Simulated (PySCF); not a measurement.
# UCCSD(T)/cc-pVDZ run of C2HCl2Si (SMILES C#C[Si](Cl)Cl)

What is the energy change on altering one bond length of C2HCl2Si at UCCSD(T)/cc-pVDZ? The job is set up through a Python script.

The calculation is run with PySCF 2.14.0.

1 further run of the same task is left out (set aside as unsound or not needed).

**1. Starting point**

C2HCl2Si: 6 atoms, total charge 0, spin state doublet. SMILES: `C#C[Si](Cl)Cl`. Geometry: relaxed at PBE0-D4/def2-TZVP.

Bond lengths: C1–C2 1.208 Å, C2–Si3 1.804 Å, Si3–Cl4 2.043 Å, Si3–Cl5 2.043 Å, C1–H6 1.066 Å. Angles: C1–C2–Si3 172.9°, C2–Si3–Cl4 109.7°, C2–Si3–Cl5 109.7°, Cl4–Si3–Cl5 110.2°, C2–C1–H6 179.0°.

**2. A single-point energy at UCCSD(T)/cc-pVDZ**

start.xyz

```xyz
6
C2HCl2Si
C      1.324500     0.483500     1.111500
C      0.521500     0.095400     0.297200
Si    -0.504400    -0.583800    -1.021800
Cl    -1.914000    -1.830600    -0.226100
Cl    -1.406000     0.937000    -2.046300
H      2.020400     0.834500     1.839400
```

job.py

```python
from pyscf import gto, scf, cc

mol = gto.M(
    atom='start.xyz',
    max_memory=1860,
    basis='cc-pvdz',
    verbose=4,
    spin=1,
)

mf = scf.UHF(mol)
mf.conv_tol = 1e-10
mf.kernel()
if not mf.converged:
    mf = mf.newton().run(mf.mo_coeff, mf.mo_occ)

mycc = cc.CCSD(mf, frozen=17)
mycc.kernel()
e_t = mycc.ccsd_t()
energy = mycc.e_tot + e_t
print('E = %.10f Eh' % energy)
```

Command:

```sh
OMP_NUM_THREADS=1 python job.py
```

The log of the run:

```text
PySCF version 2.14.0

[INPUT] num. atoms = 6
[INPUT] num. electrons = 61
[INPUT] charge = 0
[INPUT] spin (= nelec alpha-beta = 2S) = 1
[INPUT] symmetry False subgroup None
[INPUT] Mole.unit = angstrom
[INPUT] Symbol           X                Y                Z      unit          X                Y                Z       unit  Magmom
[INPUT]  1 C      1.324500000000   0.483500000000   1.111500000000 AA    2.502942251986   0.913682581227   2.100430587454 Bohr   0.0
[INPUT]  2 C      0.521500000000   0.095400000000   0.297200000000 AA    0.985492173961   0.180279872284   0.561626604221 Bohr   0.0
[INPUT]  3 Si    -0.504400000000  -0.583800000000  -1.021800000000 AA   -0.953177857231  -1.103222111521  -1.930922154081 Bohr   0.0
[INPUT]  4 Cl    -1.914000000000  -1.830600000000  -0.226100000000 AA   -3.616935802418  -3.459332643629  -0.427267076764 Bohr   0.0
[INPUT]  5 Cl    -1.406000000000   0.937000000000  -2.046300000000 AA   -2.656954931138   1.770673378717  -3.866946568697 Bohr   0.0
[INPUT]  6 H      2.020400000000   0.834500000000   1.839400000000 AA    3.818002662071   1.576976450950   3.475962233525 Bohr   0.0

nuclear repulsion = 293.774262189528
number of shells = 28
number of NR pGTOs = 182
number of NR cGTOs = 87
basis = cc-pvdz
ecp = {}

******** <class 'pyscf.scf.uhf.UHF'> ********
method = UHF
initial guess = minao
damping factor = 0
level_shift factor = 0
DIIS = <class 'pyscf.scf.diis.CDIIS'>
diis_start_cycle = 1
diis_space = 8
diis_damp = 0
SCF conv_tol = 1e-10
SCF conv_tol_grad = None
SCF max_cycles = 50
direct_scf = True
direct_scf_tol = 1e-13
number electrons alpha = 31  beta = 30
Set gradient conv threshold to 1e-05
init E= -1284.98965851111
[... the frontier-level lines of each cycle are left out ...]

cycle= 1 E= -1284.1870303841  delta_E= 0.803  |g|= 0.307  |ddm|= 1.81
cycle= 2 E= -1284.25719326027  delta_E= -0.0702  |g|= 0.129  |ddm|= 0.539
cycle= 3 E= -1284.26949970095  delta_E= -0.0123  |g|= 0.0432  |ddm|= 0.183
cycle= 4 E= -1284.2716855687  delta_E= -0.00219  |g|= 0.0204  |ddm|= 0.109
cycle= 5 E= -1284.27203913353  delta_E= -0.000354  |g|= 0.00712  |ddm|= 0.0286
cycle= 6 E= -1284.27214059648  delta_E= -0.000101  |g|= 0.00354  |ddm|= 0.0188
cycle= 7 E= -1284.27218193056  delta_E= -4.13e-05  |g|= 0.00265  |ddm|= 0.0101
cycle= 8 E= -1284.27221102208  delta_E= -2.91e-05  |g|= 0.00237  |ddm|= 0.00714
cycle= 9 E= -1284.27224858618  delta_E= -3.76e-05  |g|= 0.00216  |ddm|= 0.00967
cycle= 10 E= -1284.27231943332  delta_E= -7.08e-05  |g|= 0.00178  |ddm|= 0.021
cycle= 11 E= -1284.27240029009  delta_E= -8.09e-05  |g|= 0.00127  |ddm|= 0.0346
cycle= 12 E= -1284.27241944354  delta_E= -1.92e-05  |g|= 0.00105  |ddm|= 0.0113
cycle= 13 E= -1284.2724365128  delta_E= -1.71e-05  |g|= 0.000754  |ddm|= 0.0129
cycle= 14 E= -1284.2724471607  delta_E= -1.06e-05  |g|= 0.000415  |ddm|= 0.0133
cycle= 15 E= -1284.27244933896  delta_E= -2.18e-06  |g|= 0.000179  |ddm|= 0.00745
cycle= 16 E= -1284.272449458  delta_E= -1.19e-07  |g|= 6.25e-05  |ddm|= 0.000997
cycle= 17 E= -1284.27244948216  delta_E= -2.42e-08  |g|= 2.87e-05  |ddm|= 0.000823
cycle= 18 E= -1284.27244948409  delta_E= -1.94e-09  |g|= 1.18e-05  |ddm|= 0.000109
cycle= 19 E= -1284.27244948455  delta_E= -4.55e-10  |g|= 4.8e-06  |ddm|= 4.53e-05
cycle= 20 E= -1284.27244948466  delta_E= -1.09e-10  |g|= 3.03e-06  |ddm|= 2e-05
cycle= 21 E= -1284.27244948474  delta_E= -8.37e-11  |g|= 1.37e-06  |ddm|= 2.57e-05
Extra cycle  E= -1284.27244948474  delta_E= -9.09e-13  |g|= 1.16e-06  |ddm|= 2.13e-06
converged SCF energy = -1284.27244948474  <S^2> = 0.80118487  2S+1 = 2.0505461

******** <class 'pyscf.cc.uccsd.UCCSD'> ********
CC2 = 0
CCSD nocc = (np.int64(14), np.int64(13)), nmo = (70, 70)
frozen orbitals 17
max_cycle = 50
direct = 0
conv_tol = 1e-07
conv_tol_normt = 1e-06
diis_space = 6
diis_start_cycle = 0
diis_start_energy_diff = 1e+09
Init t2, MP2 energy = -0.580364000041015
Init E_corr(UCCSD) = -0.580364000042963
cycle = 1  E_corr(UCCSD) = -0.600390345921338  dE = -0.0200263459  norm(t1,t2) = 0.101901
cycle = 2  E_corr(UCCSD) = -0.615348750347988  dE = -0.0149584044  norm(t1,t2) = 0.035904
cycle = 3  E_corr(UCCSD) = -0.618367595082402  dE = -0.00301884473  norm(t1,t2) = 0.0222205
cycle = 4  E_corr(UCCSD) = -0.621713223644748  dE = -0.00334562856  norm(t1,t2) = 0.01189
cycle = 5  E_corr(UCCSD) = -0.62151950379084  dE = 0.000193719854  norm(t1,t2) = 0.00539076
cycle = 6  E_corr(UCCSD) = -0.621379192076953  dE = 0.000140311714  norm(t1,t2) = 0.00198086
cycle = 7  E_corr(UCCSD) = -0.62148306032521  dE = -0.000103868248  norm(t1,t2) = 0.000858702
cycle = 8  E_corr(UCCSD) = -0.621484953821451  dE = -1.89349624e-06  norm(t1,t2) = 0.000263666
cycle = 9  E_corr(UCCSD) = -0.621476241214701  dE = 8.71260675e-06  norm(t1,t2) = 0.000124733
cycle = 10  E_corr(UCCSD) = -0.621475304845413  dE = 9.36369288e-07  norm(t1,t2) = 6.43097e-05
cycle = 11  E_corr(UCCSD) = -0.621474584982586  dE = 7.19862827e-07  norm(t1,t2) = 2.89365e-05
cycle = 12  E_corr(UCCSD) = -0.621475043713553  dE = -4.58730967e-07  norm(t1,t2) = 1.42106e-05
cycle = 13  E_corr(UCCSD) = -0.621475091937779  dE = -4.82242264e-08  norm(t1,t2) = 6.82226e-06
cycle = 14  E_corr(UCCSD) = -0.621474865120676  dE = 2.26817103e-07  norm(t1,t2) = 3.86151e-06
cycle = 15  E_corr(UCCSD) = -0.621474748350423  dE = 1.16770254e-07  norm(t1,t2) = 2.15646e-06
cycle = 16  E_corr(UCCSD) = -0.621474685841175  dE = 6.25092472e-08  norm(t1,t2) = 1.00093e-06
cycle = 17  E_corr(UCCSD) = -0.621474664090539  dE = 2.17506368e-08  norm(t1,t2) = 4.33171e-07
UCCSD converged
E(UCCSD) = -1284.893924148831  E_corr = -0.6214746640905386
UCCSD(T) correction = -0.0213854417444405
E = -1284.9153095906 Eh
```

It took 2.5 min on 1 thread of Arm Neoverse V1, shared host; peak memory 1.1 GiB.

**3. The distorted shape**

job.py

```python
from pyscf import gto, scf, cc

system = gto.M(
    atom='''
C    1.632278   0.687265   1.507210
C    0.829278   0.299165   0.692910
Si  -0.504400  -0.583800  -1.021800
Cl  -1.914000  -1.830600  -0.226100
Cl  -1.406000   0.937000  -2.046300
H    2.328178   1.038265   2.235110
''',
    spin=1,
    max_memory=1860,
    verbose=3,
    basis='cc-pvdz',
)

mf = scf.UHF(system)
mf.conv_tol = 1e-10
mf.kernel()
if not mf.converged:
    mf = mf.newton().run(mf.mo_coeff, mf.mo_occ)

mycc = cc.CCSD(mf, frozen=17)
mycc.kernel()
e_t = mycc.ccsd_t()
e_final = mycc.e_tot + e_t
print('E = %.10f Eh' % e_final)
```

Command:

```sh
OMP_NUM_THREADS=1 python job.py
```

The log of the run:

```text
converged SCF energy = -1284.21705575993  <S^2> = 0.84072406  2S+1 = 2.0887547
E(UCCSD) = -1284.844648090772  E_corr = -0.627592330846744
UCCSD(T) correction = -0.0228527020185402
E = -1284.8675007928 Eh
```

It took 2.5 min on 1 thread of Arm Neoverse V1, shared host; peak memory 1.1 GiB.

**4. What came out**

At UCCSD(T)/cc-pVDZ, 17 core orbitals frozen:

| quantity | value |
| --- | --- |
| first shape: total energy | -1284.91531 Eh |
| first shape: dipole moment (Hartree–Fock density) | 2.37 D |
| first shape: HOMO energy (Hartree–Fock orbitals) (highest over α and β) | -9.67 eV |
| first shape: LUMO energy (Hartree–Fock orbitals) (lowest over α and β) | 0.75 eV |
| first shape: correlation energy (17 core orbitals frozen) | -642.9 mEh |
| first shape: (T) correction | -21.39 mEh |
| first shape: ⟨S²⟩ of the reference determinant | 0.801 |
| first shape: T1 diagnostic | 0.020 |
| distorted shape: total energy | -1284.86750 Eh |
| distorted shape: dipole moment (Hartree–Fock density) | 1.25 D |
| distorted shape: HOMO energy (Hartree–Fock orbitals) (highest over α and β) | -10.35 eV |
| distorted shape: LUMO energy (Hartree–Fock orbitals) (lowest over α and β) | -0.14 eV |
| distorted shape: correlation energy (17 core orbitals frozen) | -650.4 mEh |
| distorted shape: (T) correction | -22.85 mEh |
| distorted shape: ⟨S²⟩ of the reference determinant | 0.841 |
| distorted shape: T1 diagnostic | 0.023 |
| energy change with the C2–Si3 bond stretched from 1.804 to 2.345 Å | 1.301 eV |

What this shows: With the C2–Si3 bond stretched from 1.804 to 2.345 Å the energy rises by 1.30 eV (126 kJ/mol). The first shape isn't relaxed at this level, so the change isn't measured from a minimum. Mulliken charges (first shape) of the mean-field density run from -0.26 on Cl5 to +0.71 on Si3; they depend strongly on the basis. The triples (first shape) make up 3.3 % of the correlation energy. The triples (distorted shape) make up 3.5 % of the correlation energy.
